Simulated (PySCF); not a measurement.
# C2H5ISi2: the cost of one run

Programs: PySCF 2.14.0, with routines of our own; each step states its level. All values are computed. Atoms count from 0.

## 1. The system as given

10 atoms, charge 0, multiplicity 1; geometry from: GFN2-xTB.

## 2. Optimising the geometry at PBE0-D3(BJ)/def2-SVP

What the job is given:

```
{"job": {"xc": "PBE0", "basis": "def2-SVP", "d3": "d3bj", "grid": 1, "maxiter": 30, "shake": 0.01, "kind": "geom"}, "charge": 0, "multiplicity": 1}
Si    -2.421190     0.504220    -0.121660
C     -0.660540     0.043160    -0.227080
C      0.491390    -0.273260    -0.295750
Si     2.329790    -0.707900    -0.359890
I      3.517890     1.151900     0.705120
H     -2.606370     1.384070     1.051660
H     -3.204420    -0.711540    -0.006210
H     -2.759120     1.252620    -1.363050
H      2.584780    -1.887240     0.459970
H      2.778210    -0.776950    -1.717010
```

Command:

```console
$ OMP_NUM_THREADS=1 python heavy_run.py task.json out
```

The driver reads the jobs from task.json and runs them one after another.

Q: Estimate the wall time and peak memory of this first job on 1 thread of Arm Neoverse V1, shared host.

About 45 s, with a peak of 0.58 GiB.
